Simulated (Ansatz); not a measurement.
# Ge: the cost of one run

Computed with Ansatz 0.2.0 (DFT r2SCAN, scalar-relativistic, plane waves, PAW, unless a step's input says otherwise).

3 further runs of the same task are left out: 3 set aside as unsound or not needed.

**1. The system as given**

It takes space group Fd-3m (No. 227, cubic). The conventional cell has a = 5.675 Å, b = 5.675 Å, c = 5.675 Å, α = 90.00°, β = 90.00°, γ = 90.00°. Around Ge (site symmetry -43m) lie 4 Ge at 2.46 Å.

As a file:

```cif
data_structure
_symmetry_space_group_name_H-M 'P 1'
_symmetry_Int_Tables_number 1
_cell_length_a 4.0127
_cell_length_b 4.0127
_cell_length_c 4.0127
_cell_angle_alpha 60.000
_cell_angle_beta 60.000
_cell_angle_gamma 60.000
_cell_volume 45.69
loop_
_atom_site_label
_atom_site_type_symbol
_atom_site_fract_x
_atom_site_fract_y
_atom_site_fract_z
_atom_site_occupancy
Ge1 Ge 0.00000 0.00000 0.00000 1
Ge2 Ge 0.25000 0.25000 0.25000 1
```

It goes back to an entry of the Materials Project.

It is the result of an earlier relaxation at this level (volume 22.84 Å³/atom; gap on the mesh: 0.36 eV).

**2. Band edges and mean potential of the bulk**

Input file input.yaml:

```yaml
crystal:
  lattice:
    - [0.0, 2.83742711, 2.83742711]
    - [2.83742711, 0.0, 2.83742711]
    - [2.83742711, 2.83742711, 0.0]
  atoms:
    - { symbol: Ge, position: [0.0, 0.0, 0.0] }
    - { symbol: Ge, position: [0.25, 0.25, 0.25] }
basis:
  ecutwfc: 500
kpoints:
  mp_grid: { grid: [12, 12, 12] }
  band_path: { path: [VBM, CBM], npoints: 2 }
hamiltonian:
  xc: r2scan
scf:
  occupations: { method: gaussian, width: 0.02 }
output:
  forces: true
  stress: true
  eigenvalues: true
```

The run is started by

```
$ ansatz run input.yaml --threads 8 --pin off --max-ram 20480MiB --backend cpu --events-out ev --progress --plain --runs-dir out
```

**Question.** How long does this run take on 8 threads of Intel Xeon Platinum 8488C (Sapphire Rapids), shared host, and how much memory does it need?

About 2.5 s, with a peak of 0.56 GiB.
